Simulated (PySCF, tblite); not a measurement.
**C₅H₁₀F₂O₂: geometry, infrared bands and NMR shifts**

What infrared bands and NMR shifts should C₅H₁₀F₂O₂ (`COC(F)(OC)[C@H](C)F`) show?

Programs: tblite 0.8.0 and PySCF 2.14.0, with density-fitted response routines of our own. Each step states its level of theory. These are calculated values for one molecule in the gas phase, unless marked as measured. Atoms are numbered from 0 throughout.

### 1 The starting structure

19 atoms, charge 0, multiplicity 1; geometry from: force field or distance geometry start.

Bonds of the start (Å): C0–O1 1.39, O1–C2 1.40, C2–F3 1.38, C2–O4 1.39, O4–C5 1.38, C2–C6 1.50, C6–C7 1.53, C6–F8 1.38, C0–H9 1.11, C0–H10 1.12, C0–H11 1.12, C5–H12 1.10, C5–H13 1.12, C5–H14 1.11, C6–H15 1.11, C7–H16 1.13, C7–H17 1.11, C7–H18 1.11.

### 2 Relaxing the molecule with GFN2-xTB

The job: settings as JSON, then the geometry in Å.

```
{"job": {"kind": "relax", "xc": "GFN2-xTB", "basis": "xTB"}, "charge": 0, "multiplicity": 1}
C     -1.614000    -1.797600     0.055600
O     -0.324600    -1.413900     0.406700
C     -0.125200    -0.108200    -0.063100
F     -0.316300    -0.103100    -1.434100
O     -1.101700     0.663300     0.562800
C     -1.092900     2.001600     0.208800
C      1.238700     0.414300     0.293900
C      2.283600    -0.517900    -0.329900
F      1.428300     0.437700     1.655800
H     -2.386100    -1.132700     0.494700
H     -1.784700    -2.813400     0.505100
H     -1.725000    -1.884300    -1.060100
H     -1.251300     2.139100    -0.869300
H     -1.965700     2.460000     0.741800
H     -0.161000     2.522400     0.530100
H      1.380900     1.406600    -0.171100
H      1.731700    -1.168600    -1.069200
H      3.025300     0.068900    -0.901800
H      2.750300    -1.165000     0.435900
```

Started as:

```
$ OMP_NUM_THREADS=1 python probes_run.py task.json out
```

One launch serves the whole session: the jobs run in the order shown.

**Question.** This job is followed by: GFN2-xTB harmonic vibrations, gas phase; GIAO PBE0/pcSseg-1 NMR shielding, non-relativistic, gas phase. Predict these results of the whole session: strongest single infrared mode (GFN2-xTB); zero-point energy (GFN2-xTB); ¹³C shifts against TMS (PBE0/pcSseg-1); ¹H shifts against TMS (PBE0/pcSseg-1, means over atoms taken as alike); ¹⁷O shifts against H2O (PBE0/pcSseg-1); ¹⁹F shifts against CFCl3 (PBE0/pcSseg-1); surface potential, 1st and 99th percentile.

The runs gave:

| quantity | value |
| --- | --- |
| strongest single infrared mode (GFN2-xTB) | 856 cm⁻¹, 271 km/mol |
| zero-point energy (GFN2-xTB) | 93.0 kcal/mol |
| ¹³C shifts against TMS (PBE0/pcSseg-1) | 127.6, 90.5, 54.2, 51.8, 17.7 ppm |
| ¹H shifts against TMS (PBE0/pcSseg-1, means over atoms taken as alike) | 4.94, 3.85, 3.74, 1.54 ppm |
| ¹⁷O shifts against H2O (PBE0/pcSseg-1) | 84.2, 81.0 ppm |
| ¹⁹F shifts against CFCl3 (PBE0/pcSseg-1) | -123.8, -223.4 ppm |
| surface potential, 1st and 99th percentile | -1.16 V and 0.92 V |

**Reading.** Relaxing lowered the energy by 0.645 eV in 104 steps; the close pair that moved most is O1–C2, from 1.402 to 1.351 Å. All 51 modes are real, so the xTB geometry is a minimum. The strongest single mode, at 856 cm⁻¹, moves mainly C2. GFN2-xTB is a fitted tight-binding method: band positions and strengths are rough. Its intensities can rank the bands wrongly. The most deshielded hydrogen is H15 (hydrogen on an sp3 CH bonded to F), at 4.94 ppm: its carbon carries F, which withdraws density. At PBE0/pcSseg-1: The widest tensor belongs to F3: span 189 ppm, with a paramagnetic part of -185 ppm.
